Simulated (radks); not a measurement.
# Sb⁴⁺ in [Kr] 4d10 5s1: an all-electron calculation

One table from this session's results is given with a row withheld; the runs are named, their logs left out.

Program: radks (a radial shooting solver on a logarithmic mesh, Libxc functionals) version 1. Level of theory: scalar-relativistic Kohn-Sham, r2SCAN, spin-unpolarised, spherical densities, finite nucleus. These are calculated values, not measurements, unless marked.

## The atom as given

| Item | Value |
| --- | --- |
| element | antimony (Z = 51) |
| charge | +4 |
| electrons | 47 |
| configuration | [Kr] 4d10 5s1 |
| nuclear rms radius | 4.6802 fm |

Outer shells as boxes (Hund's rule):

Sb⁴⁺
```
[Kr] core
4d [↑↓][↑↓][↑↓][↑↓][↑↓]
5s [↑ ]
```

The first run:

The run's settings:

```text
Z 51
configuration [Kr] 4d10 5s1 5p0 6s0 4f0 5d0
relativity scalar-relativistic
functional r2scan,r2scan
spin unpolarised
nucleus finite rms 4.6802 fm
c 137.035999084
```

Among the steps run: Self-consistent calculation.

One of the session's tables, all rows but one given; the rest of the session is left out.

It belongs to the step «Radial structure». Radial moments (bohr):

| level | <r> | outermost maximum (interpolated) | 90 % within | nodes |
| --- | --- | --- | --- | --- |
| 1s | 0.02843 | 0.0183 | 0.0511 | 0 |
| 2s | 0.1226 | 0.104 | 0.189 | 1 |
| 2p | 0.1071 | 0.0831 | 0.174 | 0 |
| 3s | 0.3298 | 0.299 | 0.485 | 2 |
| 3p | 0.3282 | 0.293 | 0.493 | 1 |
| 3d | 0.3054 | 0.245 | 0.480 | 0 |
| 4s | 0.7919 | 0.724 | 1.14 | 3 |
| 4p | ? | ? | ? | ? |
| 4d | 1.010 | 0.844 | 1.54 | 1 |
| 5s | 1.951 | 1.78 | 2.79 | 4 |
| 5p | 2.226 | 2.02 | 3.18 | 3 |
| 5d | 2.862 | 2.62 | 4.10 | 2 |
| 4f | 2.440 | 2.15 | 3.89 | 0 |

Estimate the missing values for 4p.

The run gave: <r>: 0.8515; outermost maximum (interpolated): 0.763; 90 % within: 1.25; nodes: 2. In the column «<r>» it lies between 4s (0.7919) and 4d (1.010).

Limits of these values: Spin polarisation and multiplet splitting are left out.
